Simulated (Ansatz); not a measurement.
**BGeN (triplet): the correlation ladder, cc-pVTZ**

One table from this session's results is given with a row withheld; the runs are named, their logs left out.

Computed with Ansatz 0.2.0, Gaussian basis. Level: cc-pVTZ, core rule «outside noble gas», up to 16 orbitals frozen.

The runs, in order: UHF; CCSD(T) on ROHF; CCSD(T) on UHF; BCCD(T) on ROHF; CCSDT(Q) on ROHF; CCSDT(Q) on UHF; CASSCF and NEVPT2, 12 electrons in 12 orbitals.

6 further runs of the same task are left out: 6 set aside as unsound or not needed.

## The system

The geometry is a PBE0/def2-TZVP stationary point (not a proven minimum). No spin-orbit coupling is included. The filled d shell of Ge may be among the frozen orbitals whatever the setting's name suggests; the logs give the count.

3 atoms, charge 0, spin multiplicity 3.

Atoms are counted from 1 here; the program's logs count them from 0.

Bond lengths: B1–N2 1.267 Å, N2–Ge3 1.800 Å. Angles: B1–N2–Ge3 180.0°.

The first run:

File in.yaml:

```yaml
crystal:
  periodic: [false, false, false]
  atoms:
    - {symbol: B, position_ang: [0.000000, 0.000000, -1.444600]}
    - {symbol: N, position_ang: [0.000000, 0.000000, -0.177700]}
    - {symbol: Ge, position_ang: [0.000000, 0.000000, 1.622300]}
basis:
  gaussian: {orbitals: cc-pVTZ}
magnetization: {spin_polarized: true, initial_magnetization: 2}
hamiltonian: {xc: hf}
output: {orbitals: {seedname: orbitals}}
```

Started as:

```sh
$ ansatz run in.yaml --threads 1 --pin off --events-out ev --progress --plain --max-ram 2560MiB --backend cpu
```

Steps of the session up to this table: UHF; CCSD(T) on ROHF; CCSD(T) on UHF; BCCD(T) on ROHF; CCSDT(Q) on ROHF; CCSDT(Q) on UHF; CASSCF and NEVPT2, 12 electrons in 12 orbitals.

One table of the session follows, with a row left open; its other results are not shown here.

It belongs to the step «Misses and costs». 

```
        method  from UCCSDT(Q) (kJ/mol)
          ROHF                   +975.1
           UHF                   +946.5
          RMP2                    +93.9
          UMP2                   +104.5
         RCCSD                    +57.4
         UCCSD                    +56.1
      RCCSD(T)                     +6.0
      UCCSD(T)                     +6.9
       BCCD(T)                     +6.1
        RCCSDT                     +4.5
        UCCSDT                     +4.2
     RCCSDT(Q)                     +0.9
     UCCSDT(Q)                        0
CASSCF valence                        ?
NEVPT2 valence                   +128.1
```

Q: Estimate the row for CASSCF valence from the others.

**Answer.** from UCCSDT(Q) (kJ/mol): +580.9. In the column «from UCCSDT(Q) (kJ/mol)» it lies between NEVPT2 valence (+128.1) and UHF (+946.5).

With the free atoms at the same levels and basis (separate runs), the atomisation energy is 8.754 eV at UCCSDT(Q), 8.743 eV at RCCSD(T), 8.719 eV at UCCSD(T), 5.705 eV at ROHF.

To keep in mind: Restricted and unrestricted rows rest on different reference determinants; where their highest levels disagree by more than a few hundredths of an eV, they describe different states and don't form one ladder.
